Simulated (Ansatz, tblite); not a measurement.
# The cluster Ag4O−: a ladder of methods and basis sets

The task here is to estimate one member of a computed series from the others.

Computed with Ansatz 0.2.0, Gaussian basis. Level: as each input shows.

The runs, in order: GFN1-xTB, GFN2-xTB, PBE-D4/def2-TZVPD, r2SCAN-D4/def2-TZVPD, CAM-B3LYP-D4/def2-TZVPD, LDA/def2-TZVPD, BHLYP-D4/def2-TZVPD, MP2/def2-TZVPD, RPA/def2-TZVPD.

5 further runs of the same task are left out: 5 set aside as unsound or not needed. Runs told in other sessions of the task aren't counted.

**The structure**

The geometry is that of the doublet, from an earlier relaxation (PBE-D4/def2-SVPD). At that level it is the lowest of the isomers that a small search found.

5 atoms, charge -1, spin multiplicity 2.

Bond lengths: O1–Ag3 2.075 Å, O1–Ag4 2.083 Å, Ag2–Ag3 2.754 Å, Ag2–Ag4 2.724 Å, Ag2–Ag5 2.788 Å, Ag3–Ag5 2.699 Å. Angles: Ag3–O1–Ag4 87.5°, Ag3–Ag2–Ag4 63.3°, Ag3–Ag2–Ag5 58.3°, Ag4–Ag2–Ag5 121.6°, O1–Ag3–Ag2 104.2°, O1–Ag3–Ag5 165.7°, Ag2–Ag3–Ag5 61.5°, O1–Ag4–Ag2 105.0°, Ag2–Ag5–Ag3 60.2°.

Coordinates:

```xyz
5

O     1.8039    1.2521    0.2077
Ag   -1.7807   -0.0508   -0.1764
Ag    0.9037   -0.6120    0.0730
Ag   -0.0998    2.0813    0.0432
Ag   -0.8271   -2.6706   -0.1476
```

Ag takes a core potential in the def2 sets. No spin-orbit coupling is included. The ion is computed in the gas phase, without counter-ions or solvent.

PBE0-D4/def2-TZVPD was run before; its log isn't repeated, and its numbers join the tables.

The first run:

Tight binding, by tblite at 300 K electronic temperature and without a spin-polarisation term:

```python
tblite.interface.Calculator('GFN1-xTB', numbers, positions, charge=-1, uhf=1).singlepoint()
```

Tight binding, by tblite at 300 K electronic temperature and without a spin-polarisation term:

```python
tblite.interface.Calculator('GFN2-xTB', numbers, positions, charge=-1, uhf=1).singlepoint()
```

start.molden holds the orbitals of an earlier run on this state, given as this run's starting guess.

in.yaml reads:

```yaml
crystal:
  periodic: [false, false, false]
  atoms:
    - {symbol: O, position_ang: [1.803912, 1.252126, 0.207726]}
    - {symbol: Ag, position_ang: [-1.780662, -0.050826, -0.176402]}
    - {symbol: Ag, position_ang: [0.903689, -0.612021, 0.073044]}
    - {symbol: Ag, position_ang: [-0.099828, 2.081283, 0.043235]}
    - {symbol: Ag, position_ang: [-0.827111, -2.670573, -0.147604]}
basis:
  gaussian: {orbitals: def2-TZVPD, initial_orbitals: start.molden}
total_charge: -1
magnetization: {spin_polarized: true, initial_magnetization: 1}
hamiltonian: {xc: pbe, dispersion: d4}
scf: {omitted_lower_state_checks: [starts]}
output: {forces: true, orbitals: {seedname: orbitals}}
```

Run with:

```console
ansatz run in.yaml --threads 4 --pin off --events-out ev --progress --plain --max-ram 4787MiB
```

Among the steps run: PBE-D4/def2-TZVPD; r2SCAN-D4/def2-TZVPD; CAM-B3LYP-D4/def2-TZVPD; LDA/def2-TZVPD; BHLYP-D4/def2-TZVPD; MP2/def2-TZVPD; RPA/def2-TZVPD.

One of the session's tables, all rows but one given; the rest of the session is left out.

| level | HOMO (eV) | LUMO (eV) | gap (eV) |
| --- | --- | --- | --- |
| LDA/def2-TZVPD | -0.48 | -0.07 | 0.40 |
| PBE-D4/def2-TZVPD | -0.23 | 0.29 | 0.53 |
| r2SCAN-D4/def2-TZVPD | -0.39 | 0.53 | 0.92 |
| PBE0-D4/def2-TZVPD | ? | ? | ? |
| BHLYP-D4/def2-TZVPD | -1.06 | 2.00 | 3.06 |
| CAM-B3LYP-D4/def2-TZVPD | -1.66 | 1.89 | 3.55 |

**Question.** Estimate the row for PBE0-D4/def2-TZVPD.

**Answer.** HOMO (eV): -0.76; LUMO (eV): 1.18; gap (eV): 1.94. In the column «HOMO (eV)» it lies between BHLYP-D4/def2-TZVPD (-1.06) and LDA/def2-TZVPD (-0.48).
